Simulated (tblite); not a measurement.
# C5H8ClF3Si: the cost of one run

Programs: tblite 0.8.0 and PySCF 2.14.0, with density-fitted response routines of our own. Each step states its level of theory. These are calculated values for one molecule in the gas phase, unless marked as measured. Atoms are numbered from 0 throughout.

**1. The starting structure**

18 atoms, charge 0, multiplicity 1; geometry from: force field or distance geometry start.

Bonds of the start (Å): F0–C1 1.39, C1–F2 1.37, C1–F3 1.37, C1–C4 1.51, C4–Cl5 1.78, C4–C6 1.50, C6–C7 1.51, C7–C8 1.50, C8–Si9 1.85, Si9–C6 1.85, C4–H10 1.13, C6–H11 1.13, C7–H12 1.09, C7–H13 1.11, C8–H14 1.12, C8–H15 1.11, Si9–H16 1.46, Si9–H17 1.44.

**2. Optimising the geometry with GFN2-xTB**

Job settings and geometry (Å):

```
{"job": {"kind": "relax", "xc": "GFN2-xTB", "basis": "xTB"}, "charge": 0, "multiplicity": 1}
F     -2.609700    -1.199300    -0.173300
C     -2.264400     0.055800     0.302200
F     -3.320600     0.930600     0.253600
F     -1.899600    -0.031700     1.614800
C     -1.071900     0.568000    -0.461800
Cl    -0.570700     2.172000     0.109900
C      0.008100    -0.464900    -0.402100
C      1.285800    -0.118900    -1.126200
C      1.942700     0.371400     0.134300
Si     0.867900    -0.670600     1.220700
H     -1.441300     0.646300    -1.529800
H     -0.351700    -1.469000    -0.763800
H      1.831300    -0.951600    -1.572400
H      1.086000     0.673300    -1.873900
H      1.875200     1.478100     0.287500
H      2.990800     0.007700     0.147700
H      1.361200    -2.021100     1.494600
H      0.272000     0.030300     2.326500
```

The run is started by

```console
OMP_NUM_THREADS=1 python probes_run.py task.json out
```

One launch serves the whole session: the jobs run in the order shown.

Q: Estimate the wall time and peak memory of this first job on 1 thread of Arm Neoverse N1, shared host.

About 1.4 s, with a peak of 0.18 GiB.
